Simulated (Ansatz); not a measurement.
Working through a short molecular-dynamics run of CdAg, space group R-3m

With Ansatz 0.2.0, Python API.

Contents of `cdag.xyz`:
```text
2
Lattice="1.51070472 0.87220578 4.78338917 -1.51070472 0.87220578 4.78338917 0.0 -1.74441156 4.78338917" Properties=species:S:1:pos:R:3 pbc="T T T"
Cd    0.00000000    0.00000000    7.17508376
Ag    0.00000000    0.00000000    0.00000000
```

Run as a notebook:

```python
import json
import warnings

import ansatz as az
import matplotlib.pyplot as plt
import numpy as np
```

```python
warnings.simplefilter("ignore", az.DeckWarning)
```

```python
cell = az.Crystal.from_extxyz("cdag.xyz")
```

```python
len(cell.resolved().sites)
```

    2

```python
job = cell.supercell(2, 2, 1).calculation()
job = job.basis(31 * az.Ry).scf(extra_bands=4)
job = job.kpoints(density=1.0)
job = job.eigensolver("auto", full_accuracy=True)
job = job.functional("LDA")
job = job.mixing("msr1", beta=0.7)
job = job.occupations("fermi_dirac").md(az.Ensemble.NPT_LANGEVIN, timestep=3.0, steps=12, temperature=300, pressure=0, initial_velocities="maxwell_boltzmann", seed=522)
res = job.run(events_out="cdag.ndjson")
with open("cdag.ndjson") as stream:
    events = [json.loads(line) for line in stream]
steps = [e["data"] for e in events if e["event"] == "md_step"]
r = res.report
```

```python
[(site.symbol, site.position_frac.round(4).tolist()) for site in res.lattice.sites]
```

    [(<Element.CD: 'Cd'>, [0.2375, 0.2447, 0.5372]), (<Element.AG: 'Ag'>, [-0.0044, 0.0024, 0.0135]),
     (<Element.CD: 'Cd'>, [0.2518, 0.7499, 0.4999]), (<Element.AG: 'Ag'>, [0.0057, 0.5127, -0.0234]),
     (<Element.CD: 'Cd'>, [0.7408, 0.2601, 0.5032]), (<Element.AG: 'Ag'>, [0.4987, -0.015, 0.0269]),
     (<Element.CD: 'Cd'>, [0.7577, 0.7489, 0.4862]), (<Element.AG: 'Ag'>, [0.5117, 0.4825, 0.0024])]

```python
r["kweights"]
```

    [0.08333333333333333, 0.16666666666666666, 0.08333333333333333, 0.16666666666666666,
     0.08333333333333333, 0.16666666666666666, 0.08333333333333333, 0.16666666666666666]

```python
for s in steps[::1]:
    print("%3d %7.1f fs  total %.4f eV  T %6.1f K" % (s["step"], s["time_fs"], s["lagrangian_ev"] + s["e_kin_ev"], s["temperature_k"]))

temperature = np.array([s["temperature_k"] for s in steps])
print(f"mean temperature of the second half {temperature[len(steps) // 2 :].mean():.1f} K")
```

      0     0.0 fs  total -62304.1137 eV  T  262.5 K
      1     3.0 fs  total -62304.1483 eV  T  233.2 K
      2     6.0 fs  total -62304.1522 eV  T  241.0 K
      3     9.0 fs  total -62304.1718 eV  T  238.6 K
      4    12.0 fs  total -62304.1933 eV  T  238.2 K
      5    15.0 fs  total -62304.2128 eV  T  243.6 K
      6    18.0 fs  total -62304.2598 eV  T  224.9 K
      7    21.0 fs  total -62304.2515 eV  T  259.6 K
      8    24.0 fs  total -62304.2711 eV  T  263.6 K
      9    27.0 fs  total -62304.3233 eV  T  231.5 K
     10    30.0 fs  total -62304.3377 eV  T  231.9 K
     11    33.0 fs  total -62304.4120 eV  T  169.2 K
     12    36.0 fs  total -62304.4432 eV  T  142.9 K
    mean temperature of the second half 217.7 K

```python
track = np.array([s["positions_ang"] for s in steps])
names = np.array([site.symbol for site in res.lattice.sites])
for name in sorted(set(names)):
    msd = ((track[:, names == name] - track[0, names == name]) ** 2).sum(axis=2).mean(axis=1)
    print(f"mean square displacement of {name} (A^2):", np.round(msd[:: max(len(msd) // 6, 1)], 4))
```

    mean square displacement of Ag (A^2): [0.     0.0003 0.0015 0.0043 0.0092 0.0166 0.0262]
    mean square displacement of Cd (A^2): [0.     0.0002 0.0019 0.0076 0.0203 0.0416 0.0716]

```python
with open("trajectory.xyz", "w") as handle:
    for s in steps[::5]:
        handle.write(f"{len(s['positions_ang'])}\nt = {s['time_fs']} fs\n")
        for site, xyz in zip(res.lattice.sites, s["positions_ang"]):
            handle.write("{} {:.4f} {:.4f} {:.4f}\n".format(site.symbol, *xyz))
```

```python
time = [s["time_fs"] for s in steps]
fig, ax = plt.subplots(figsize=(5, 3))
ax.plot(time, [s["lagrangian_ev"] - steps[0]["lagrangian_ev"] for s in steps], label="potential")
ax.plot(time, [s["e_kin_ev"] for s in steps], label="kinetic")
ax.set(xlabel="time (fs)", ylabel="energy (eV)")
ax.legend()
fig.tight_layout()
fig.savefig("md.png", dpi=100)
```

File `trajectory.xyz` afterwards:
```text
8
t = 0.0 fs
Cd 0.0000 0.0000 7.1751
Ag 0.0000 0.0000 0.0000
Cd -1.5107 0.8722 11.9585
Ag -1.5107 0.8722 4.7834
Cd 1.5107 0.8722 11.9585
Ag 1.5107 0.8722 4.7834
Cd 0.0000 1.7444 16.7419
Ag 0.0000 1.7444 9.5668
8
t = 15.0 fs
Cd -0.0046 -0.0404 7.1464
Ag -0.0052 -0.0223 0.0110
Cd -1.5018 0.8763 11.9067
Ag -1.5148 0.8992 4.7906
Cd 1.4860 0.8672 11.9080
Ag 1.5254 0.8400 4.7332
Cd -0.0011 1.7630 16.6564
Ag 0.0372 1.7323 9.5035
8
t = 30.0 fs
Cd -0.0145 -0.0777 7.0677
Ag -0.0132 -0.0264 0.0366
Cd -1.4815 0.8640 11.7765
Ag -1.5038 0.9206 4.7647
Cd 1.4394 0.8570 11.7851
Ag 1.5217 0.7958 4.6761
Cd 0.0228 1.7509 16.4617
Ag 0.0756 1.7029 9.3755
```

Caveats:
- The settings weren't tested for convergence.
- For a metal this mesh is far too coarse, so the numbers only illustrate the procedure.
- This cell is a computed structure, which may not be the phase found in nature.
- A small cell, a coarse mesh and a very short run: it shows the set-up and gives no equilibrium averages.
- Run time: 100 s on 1 thread of Arm Neoverse V2, on a shared host, peak memory 0.56 GiB.
